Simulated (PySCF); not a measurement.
# C₂H₅F₃SSi₂: electronic excitations

Aim: predict the electronic excitations of C₂H₅F₃SSi₂ (`FC(F)=C(F)[SiH2]S[SiH3]`).

The runs use PySCF 2.14.0, with density-fitted response routines of our own; the level of theory stands in each step. All values are computed, except where a source is named. Atoms are numbered from 0 throughout.

### Step 1. The molecule as given

13 atoms, charge 0, multiplicity 1; geometry from: GFN2-xTB.

Bonds of the start (Å): F0–C1 1.33, C1–F2 1.33, C1–C3 1.32, C3–F4 1.35, C3–Si5 1.90, Si5–S6 2.13, S6–Si7 2.18, Si5–H8 1.45, Si5–H9 1.46, Si7–H10 1.45, Si7–H11 1.45, Si7–H12 1.46.

### Step 2. Ultraviolet spectrum: wB97X-D/def2-SVPD

What the job is given:

```
{"job": {"kind": "uv", "xc": "wB97X-D", "basis": "def2-SVPD", "nstates": 8, "ntriplets": 3}, "charge": 0, "multiplicity": 1}
F     -2.826026     1.511330     0.787055
C     -2.359862     0.269412     0.852018
F     -3.106829    -0.456653     1.672735
C     -1.302824    -0.124544     0.161748
F     -0.907526    -1.413081     0.288016
Si    -0.259661     0.963970    -0.994602
S      1.696283     1.177861    -0.184293
Si     2.417819    -0.850964     0.129637
H     -0.828047     2.294726    -1.023312
H     -0.226889     0.246463    -2.264331
H      1.733254    -1.393110     1.292650
H      3.835297    -0.624838     0.351274
H      2.130622    -1.600085    -1.086325
```

Method: TDDFT wB97X-D/def2-SVPD, vertical, gas phase, core orbitals frozen in the response.

Started as:

```sh
> OMP_NUM_THREADS=1 python probes_run.py task.json out
```

One launch serves the whole session: the jobs run in the order shown.

Predict these results of the whole session: lowest singlet (wB97X-D/def2-SVPD); brightest single state of those computed; lowest triplet; surface potential, 1st and 99th percentile.

As calculated:

| quantity | value |
| --- | --- |
| lowest singlet (wB97X-D/def2-SVPD) | 5.94 eV (209 nm), f = 0.032 |
| brightest single state of those computed | state 5, 6.86 eV, f = 0.242 |
| lowest triplet | 4.43 eV |
| surface potential, 1st and 99th percentile | -0.68 V and 1.43 V |

In words: The lowest singlet, at 5.94 eV, is HOMO→LUMO 0.86 and is weak; of the 8 states computed, the strongest absorption comes from state 5 at 6.86 eV. The lowest triplet lies 1.51 eV below the lowest singlet (triplets in Tamm-Dancoff, singlets in full TDDFT).
